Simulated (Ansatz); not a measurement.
# Ca3As: the cost of one run

Program: Ansatz 0.2.0. Level of theory: DFT PBE, scalar-relativistic, plane waves, PAW. These are calculated values, not measurements.

1 further run of the same task is left out (it didn't finish).

### 1 The system as given

Symmetry: P6_3/mmc, No. 194, hexagonal system. Conventional cell: a = 6.751 Å, b = 6.751 Å, c = 5.419 Å, α = 90.00°, β = 90.00°, γ = 120.00°. Ca (site symmetry mm2) is surrounded by 4 As at 3.34 to 3.38 Å and 8 Ca at 3.34 to 3.38 Å. As (site symmetry -6m2) has 12 Ca at 3.34 to 3.38 Å as nearest neighbours.

Structure file:

```cif
data_structure
_symmetry_space_group_name_H-M 'P 1'
_symmetry_Int_Tables_number 1
_cell_length_a 6.7514
_cell_length_b 6.7514
_cell_length_c 5.4190
_cell_angle_alpha 90.000
_cell_angle_beta 90.000
_cell_angle_gamma 120.000
_cell_volume 213.91
loop_
_atom_site_label
_atom_site_type_symbol
_atom_site_fract_x
_atom_site_fract_y
_atom_site_fract_z
_atom_site_occupancy
Ca1 Ca 0.83300 0.66600 0.25000 1
Ca2 Ca 0.16700 0.83300 0.75000 1
Ca3 Ca 0.33400 0.16700 0.25000 1
Ca4 Ca 0.16700 0.33400 0.75000 1
Ca5 Ca 0.83300 0.16700 0.25000 1
Ca6 Ca 0.66600 0.83300 0.75000 1
As1 As 0.33333 0.66667 0.25000 1
As2 As 0.66667 0.33333 0.75000 1
```

(A quick probe on a coarse mesh, which set the mesh and smearing, is not shown.)

### 3 Rough relaxation on the coarse mesh

input.yaml reads:

```yaml
crystal:
  lattice:
    - [6.7513672828, 0.0, 0.0]
    - [-3.3756836414, 5.8468555772, 0.0]
    - [0.0, 0.0, 5.4190139286]
  atoms:
    - { symbol: Ca, position: [0.833, 0.666, 0.25] }
    - { symbol: Ca, position: [0.167, 0.833, 0.75] }
    - { symbol: Ca, position: [0.334, 0.167, 0.25] }
    - { symbol: Ca, position: [0.167, 0.334, 0.75] }
    - { symbol: Ca, position: [0.833, 0.167, 0.25] }
    - { symbol: Ca, position: [0.666, 0.833, 0.75] }
    - { symbol: As, position: [0.3333333333, 0.6666666667, 0.25] }
    - { symbol: As, position: [0.6666666667, 0.3333333333, 0.75] }
basis:
  ecutwfc: 420
kpoints:
  mp_grid: { grid: [3, 3, 4] }
hamiltonian:
  xc: pbe
scf:
  occupations: { method: gaussian, width: 0.1 }
  lower_state_search: "off"
output:
  forces: true
  stress: true
  eigenvalues: true
relax:
  adjacent_minimum: "off"
  f_tol: 0.04
  max_steps: 70
  cell: { stress_tol: 0.4 }
```

Run with:

```
$ ansatz run input.yaml --threads 1 --pin off --max-ram 2560MiB --backend cpu --events-out ev --progress --plain --runs-dir out
```

Q: Estimate wall time and peak memory on 1 thread of Intel Xeon 6975P-C (Granite Rapids), shared host.

About 19 s, with a peak of 0.53 GiB.
